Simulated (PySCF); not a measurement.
# CH5ClGe: the cost of one run

Programs: PySCF 2.14.0, with density-fitted response routines of our own. Each step states its level of theory. These are calculated values for one molecule in the gas phase, unless marked as measured. Atoms count from 0, in the outputs and in this text.

## (1) The molecule as given

8 atoms, charge 0, multiplicity 1; geometry from: GFN2-xTB. The atoms were then displaced at random by about 0.01 Å, so the start is not that level's minimum.

Bonds of the start (Å): C0–Ge1 1.99, Ge1–Cl2 2.11, C0–H3 1.09, C0–H4 1.06, C0–H5 1.11, Ge1–H6 1.51, Ge1–H7 1.51.

## (2) Optimising the geometry at PBE0-D3(BJ)/def2-SVP

The job: settings as JSON, then the geometry in Å.

```
{"job": {"xc": "PBE0", "basis": "def2-SVP", "d3": "d3bj", "grid": 1, "shake": 0.01, "kind": "geom"}, "charge": 0, "multiplicity": 1}
C      1.085830     0.130340     0.025550
Ge    -0.862840    -0.268860    -0.090530
Cl    -1.963740     1.345920     0.699760
H      1.386370     0.330170     1.052600
H      1.667460    -0.661390    -0.384590
H      1.281000     1.063330    -0.546950
H     -1.223200    -1.497010     0.705990
H     -1.315750    -0.461650    -1.514310
```

The run is started by

```sh
$ OMP_NUM_THREADS=1 python probes_run.py task.json out
```

The driver reads the jobs from task.json and runs them one after another.

**Question.** How long does this first job take on 1 thread of Intel Xeon 6975P-C, shared host, and how much memory does it need?

About 28 s, with a peak of 0.37 GiB.
